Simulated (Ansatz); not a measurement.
**As (hcp type): how the settings move a relaxation**

Question: which choices in the input matter for As (hcp type)?

Computed with Ansatz 0.2.0 (reference: DFT, PBEsol, PAW with Ansatz's default frozen-core files, scalar-relativistic, unless a step's input says otherwise).

## 1. The starting structure

Symmetry: P6_3/mmc, No. 194, hexagonal system. The conventional cell has a = 2.458 Å, b = 2.458 Å, c = 4.079 Å, α = 90.00°, β = 90.00°, γ = 120.00°. As (site symmetry -6m2) is surrounded by 12 As at 2.46 to 2.48 Å.

Coordinates:

```
As
1.0
     2.45832    0.00000    0.00000
    -1.22916    2.12897    0.00000
     0.00000    0.00000    4.07862
As
2
Direct
  0.33333 0.66667 0.25000
  0.66667 0.33333 0.75000
```

## 2. Baseline

The input, input.yaml:

```yaml
crystal:
  lattice:
    - [2.4583212643, 0.0, 0.0]
    - [-1.2291606321, 2.1289686655, 0.0]
    - [0.0, 0.0, 4.0786156529]
  atoms:
    - { symbol: As, position: [0.3333333333, 0.6666666667, 0.25] }
    - { symbol: As, position: [0.6666666667, 0.3333333333, 0.75] }
kpoints:
  mp_grid: { grid: [14, 14, 8] }
scf:
  occupations: { method: fermi_dirac, width: 0.08 }
hamiltonian:
  xc: pbesol
  pseudopotentials: { kind: paw }
output:
  forces: true
  stress: true
relax:
  f_tol: 0.005
  max_steps: 30
  cell: { stress_tol: 0.38, fix: [volume] }
```

Run with:

```bash
$ ansatz run input.yaml --threads 1 --pin off --max-ram 2048MiB --backend cpu --events-out ev --progress --plain --runs-dir out
```

## 3. Changing settings: chi_scale 0.3, max_displacement 0.3

input.yaml, as its differences from that of step 2:

```diff
@@ -12,2 +12,3 @@
   occupations: { method: fermi_dirac, width: 0.08 }
+  initial_density: { chi_scale: 0.3 }
 hamiltonian:
@@ -22 +23,2 @@
   cell: { stress_tol: 0.38, fix: [volume] }
+  max_displacement: 0.3
```

Q: Predict the outcome of this session. Wanted: for each run, ending; energy change; pressure; gap; force.

As calculated:

| run | ending | energy change | pressure (GPa) | gap (eV) | force (eV/Å) | cycles | time |
| --- | --- | --- | --- | --- | --- | --- | --- |
| reference | converged | 0 | 157.0 | 0.00 | 0.00 | 19 | 8.2 s |
| 1: chi_scale 0.3, max_displacement 0.3 | converged | 0.0 meV/atom | 157.0 | 0.00 | 0.00 | 19 | 9.7 s |

**Reading.** Energy and cycle count are those of the reference, so the change (start and walk settings) left the result and the number of cycles as they were. Semilocal functionals close small gaps, so the missing gap need not be the real solid's. The structure is not at rest: the sound run finds 157 GPa, so these are no properties of the relaxed crystal. 
